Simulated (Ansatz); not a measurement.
Lu2C, space group R-3m, a check of PAW against all-electron LAPW

Program: the Ansatz DFT code, driven from Python.

Notebook, run cell by cell (the value of a cell's last expression is shown):

In [1]:
```python
import ansatz as az
import numpy as np
```

In [2]:
```python
def count_gap(report):
    # lowest empty less highest filled band, counting bands; zero where they overlap
    return max(report.get("gap_by_band_count_ev") or 0.0, 0.0)
```

In [3]:
```python
lattice = az.Lattice.of(
    [1.74725299, 1.00877699, 5.83768087],
    [-1.74725299, 1.00877699, 5.83768087],
    [0.0, -2.01755397, 5.83768087],
)
sites = [
    ("Lu", [0.24082723, 0.24082723, 0.24082723]),
    ("Lu", [0.75917277, 0.75917277, 0.75917277]),
    ("C", [0.5, 0.5, 0.5]),
]
cell = az.Crystal(lattice=lattice)
for symbol, position in sites:
    cell = cell.atom(symbol, position)
```

In [4]:
```python
cell.resolved().sites[-1]
```
Out [4]:
```text
Site(symbol='C', position=(0.5, 0.5, 0.5), moment=None, axis=None, held=None, saved=None)
```

In [5]:
```python
calculation = (
    cell.calculation()
    .functional(az.Functional.LDA)
    .kpoints(density=1.9)
    .occupations("methfessel_paxton", width=10 * az.meV)
    .mixing("msr1")
    .scf(tolerance=1e-07, extra_bands=4)
    .stress()
    .forces()
    .band_table()
)
variants = {
    "PAW": calculation.pseudopotentials("paw"),
    "LAPW": calculation.pseudopotentials("all_electron", lapw=True),
}
# totals differ by the cores that each treatment holds, so compare what does not depend on them
rows = []
for label, variant in variants.items():
    report = variant.run(threads=1).report
    levels = np.array(report["eigenvalues_ev"][0]) - report["fermi_energy_ev"]
    print(label, "levels at the first k-point near E_F:", np.round(levels[np.abs(levels) < 5], 3))
    rows.append((label, report["n_electrons"], np.trace(report["stress_gpa"]) / 3, float(np.abs(report["forces_ev_ang"]).max()), count_gap(report)))
print("     treatment  electrons in bands           P GPa  max force component eV/A  gap by band count eV")
for row in rows:
    print(f"{str(row[0]):>14s}  {row[1]:18.1f}  {row[2]:14.3f}  {row[3]:24.4f}  {row[4]:20.3f}")
```
```text
DeckWarning: basis.ecutwfc = 420 eV, auto-derived from the records' recommended cutoffs: set by Lu (normal level)
DeckWarning: output.stress: scf.convergence.dr2_threshold = 1e-7 eV (the SCF's general default) is looser than the 3e-10 eV advised for a printed stress (1e-10 eV for each atom of the cell: 3). What [...]
PAW levels at the first k-point near E_F: [-4.566 -4.427 -4.427 -4.393 -4.39  -4.343 -4.343 -4.312 -4.274 -4.274
 -4.261 -4.261 -4.259 -4.255 -3.913 -2.208 -1.299 -1.299  2.435  2.435
  2.57   4.568]
LAPW levels at the first k-point near E_F: [-4.568 -4.43  -4.43  -4.396 -4.393 -4.346 -4.346 -4.315 -4.277 -4.277
 -4.264 -4.264 -4.263 -4.258 -3.913 -2.207 -1.298 -1.298  2.435  2.435
  2.57   4.567]
     treatment  electrons in bands           P GPa  max force component eV/A  gap by band count eV
           PAW                54.0          -5.981                    0.3269                 0.000
          LAPW                88.0          -5.977                    0.3266                 0.000
```

PAW gives -5.981 GPa and LAPW -5.977 GPa, 0.004 GPa apart. They took 2.4 and 24.9 s of processor time.

Notes:
- These settings explore the input space; cutoff and mesh may be short of convergence.
- The computed bands are complete only to about 3.0 eV above the Fermi level.
- The mesh is modest for a metal, so energies can be off by several to tens of meV an atom and pressures by half a GPa or more; differences at equal mesh fare better.
- A gap by band count of zero or less means overlapping bands, a metal.
- At these settings the cell as given stands under about -6 GPa, so it isn't at this functional's equilibrium volume.
- The structure comes from a database of computed cells and needn't be a stable or known phase.
- Gaps and levels are Kohn-Sham values on a finite set of k-points, without spin-orbit coupling.
- Warnings are shown shortened and without file and line.
- Pressure is positive in compression; the treatments may keep other shells as core, so totals and counts of electrons can differ.
- Hardware and time: 28 s on 1 thread of Arm Neoverse V1, on a shared host, peak memory 0.54 GiB.
